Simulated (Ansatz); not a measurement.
Relaxation of a periodic cell of 33 atoms, Al₃₂O (host Al, host structure fcc, interstitial O), to a largest force component of 0.08 eV/Å in at most 25 steps.

Method: Ansatz 0.2.0, DFT PBE-D3(BJ), scalar-relativistic, plane waves, PAW. Settings: accuracy low, cutoff 420 eV, k mesh 2x2x2, fermi-dirac smearing 0.15 eV, no spin polarisation.

```xyz
33
Lattice="8.1000 0.0000 0.0000 0.0000 8.1000 0.0000 0.0000 0.0000 8.1000" Properties=species:S:1:pos:R:3:forces:R:3
Al 4.050 0.000 0.000 0.15 -0.06 0.16
Al 6.075 2.025 0.000 0.00 0.00 0.01
Al 6.075 0.000 2.025 -0.15 -0.06 -0.15
Al 0.000 0.000 0.000 -0.01 0.01 0.15
Al 2.025 2.025 0.000 -0.06 0.15 0.16
Al 4.050 4.050 0.000 0.01 -0.01 0.01
Al 6.075 6.075 0.000 -0.15 0.06 0.16
Al 2.025 0.000 2.025 0.03 0.03 -0.21
Al 4.050 2.025 2.025 0.01 0.01 -0.01
Al 6.075 4.050 2.025 -0.01 -0.01 -0.01
Al 4.050 0.000 4.050 0.19 0.02 -0.02
Al 6.075 2.025 4.050 -0.15 0.15 0.06
Al 6.075 0.000 6.075 -0.17 0.02 0.02
Al 0.000 4.050 0.000 0.06 -0.15 0.16
Al 2.025 6.075 0.000 0.01 -0.01 0.15
Al 0.000 2.025 2.025 0.06 0.15 -0.15
Al 2.025 4.050 2.025 -0.06 -0.15 -0.15
Al 4.050 6.075 2.025 0.15 0.06 -0.15
Al 0.000 0.000 4.050 -1.96 1.97 -1.92
Al 2.025 2.025 4.050 0.02 0.18 -0.02
Al 4.050 4.050 4.050 0.15 -0.15 0.06
Al 6.075 6.075 4.050 -0.19 -0.02 -0.02
Al 2.025 0.000 6.075 1.63 1.63 1.66
Al 4.050 2.025 6.075 0.15 0.15 -0.06
Al 6.075 4.050 6.075 -0.15 -0.15 -0.06
Al 0.000 6.075 2.025 -0.03 -0.03 -0.21
Al 0.000 4.050 4.050 -0.02 -0.19 -0.02
Al 2.025 6.075 4.050 2.01 -2.01 -1.97
Al 0.000 2.025 6.075 -0.01 0.17 0.02
Al 2.025 4.050 6.075 0.02 -0.18 0.02
Al 4.050 6.075 6.075 0.17 -0.02 0.02
Al 0.000 6.075 6.075 -1.66 -1.66 1.69
O 1.013 7.084 5.033 -0.02 0.08 0.63
```

Q: Where does it end, and by what steps?

A: The forces met the threshold. Limits of this set-up: coarse k mesh, a small cell, in which the defect meets its images, a typed lattice constant that wasn't relaxed here, low accuracy level. After 3 steps the energy has fallen by 0.976 eV; Al28 moved furthest, 0.16 Å.

```tsv
step	energy less start (eV)	largest force component (eV/Å)	accepted
0	0.0000	2.014	yes
1	-0.6357	1.179	yes
2	-0.9670	0.173	yes
3	-0.9760	0.005	yes
```

```xyz
33
Lattice="8.1000 0.0000 0.0000 0.0000 8.1000 0.0000 0.0000 0.0000 8.1000" Properties=species:S:1:pos:R:3
Al 4.087 -0.001 0.036
Al 6.067 2.033 0.007
Al 6.038 -0.001 1.987
Al -0.011 0.011 0.026
Al 2.024 2.061 0.036
Al 4.058 4.042 0.007
Al 6.038 6.076 0.036
Al 2.036 0.010 1.997
Al 4.058 2.033 2.016
Al 6.067 4.042 2.016
Al 4.077 0.011 4.039
Al 6.038 2.062 4.050
Al 6.048 0.011 6.085
Al 0.001 4.013 0.036
Al 2.036 6.064 0.026
Al 0.001 2.062 1.987
Al 2.024 4.013 1.987
Al 4.087 6.076 1.987
Al -0.090 0.090 3.960
Al 2.036 2.052 4.039
Al 4.087 4.013 4.050
Al 6.048 6.064 4.039
Al 2.113 0.088 6.163
Al 4.086 2.061 6.074
Al 6.039 4.013 6.074
Al -0.011 6.064 1.997
Al -0.011 4.023 4.039
Al 2.115 5.985 3.960
Al -0.011 2.052 6.085
Al 2.036 4.023 6.085
Al 4.077 6.064 6.085
Al -0.089 5.986 6.163
O 1.012 7.087 5.060
```

Whether the end is a true minimum wasn't checked by a vibrational analysis.

Run time: 27 s on 2 threads of Intel(R) Xeon(R) Platinum 8488C (Sapphire Rapids), with other jobs on the host, peak memory 1.1 GiB.
